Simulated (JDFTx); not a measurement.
Write the native input for JDFTx 1.7.0 (patched build) that does the following.

* Task: single point
* Functional: PBEsol
* Potentials or basis: PseudoDojo-SR-PBEsol-0.4.1-standard with smoothed tails
* Cutoff: 1143 eV
* Density cutoff: 9143 eV
* k mesh: 10 × 10 × 4
* Occupations: fermi-dirac, width 0.05 eV
* Spin: no spin polarisation
* Local potential set to -Z/r beyond: 6 bohr
* Bands: 30
* Density cutoff over wavefunction cutoff: 8
* Max SCF steps: 100
* SCF threshold on the energy: 1e-09 Ha
* Solver of the electrons: scf
* Further solve for the empty bands: yes

The system is Ta3N.

```
CELL_PARAMETERS angstrom
3.03222 0.00000 0.00000
-1.51611 2.62598 0.00000
0.00000 0.00000 7.52414
ATOMIC_POSITIONS crystal
Ta 0.66667 0.33333 0.82607
Ta 0.33333 0.66667 0.17393
Ta 0.00000 0.00000 0.50000
N 0.00000 0.00000 0.00000
```

The cell comes from a database or a generator and needn't be the stable form of this composition.

These files were run (other wordings do the same):

Ta3N.in

```
lattice \
    5.7300728857    -2.8650364429     0.0000000000 \
    0.0000000000     4.9623886845     0.0000000000 \
    0.0000000000     0.0000000000    14.2185582542
coords-type Lattice
ion Ta     0.6666666667     0.3333333333     0.8260700000 1
ion Ta     0.3333333333     0.6666666667     0.1739300000 1
ion Ta     0.0000000000     0.0000000000     0.5000000000 1
ion N      0.0000000000     0.0000000000     0.0000000000 1

ion-species pseudo/Ta.upf
ion-species pseudo/N.upf
elec-cutoff 42 336
elec-ex-corr gga-PBEsol
kpoint-folding 10 10 4
elec-smearing Fermi 0.0018374661
elec-n-bands 30
electronic-SCF nIterations 100 energyDiffThreshold 1e-09
electronic-minimize nIterations 30 energyDiffThreshold 1e-7
converge-empty-states yes
forces-output-coords Cartesian

dump-name run.$VAR
dump End Ecomponents EigStats BandEigs Kpoints Forces Stress ElecDensity Dtot KEdensity
```

Potentials or basis: PseudoDojo-SR-PBEsol-0.4.1-standard with smoothed tails.

The run is started by

```bash
$ jdftx -c 1 -i Ta3N.in -o Ta3N.out
```

It gave:

* Pressure: -8.1 GPa
* Largest force: 0.396 eV/Å
* Band gap on the k mesh: none (metal or under the smearing width)
* Loewdin charges: Ta +0.39, +0.18; N -0.64 e

Caveat: the atomic charges don't sum to the cell's charge; the empty levels aren't tightly converged.

Wall time 7.6 min on 1 thread of Intel(R) Xeon(R) Processor @ 2.70GHz (shared host), peak memory 0.61 GiB.
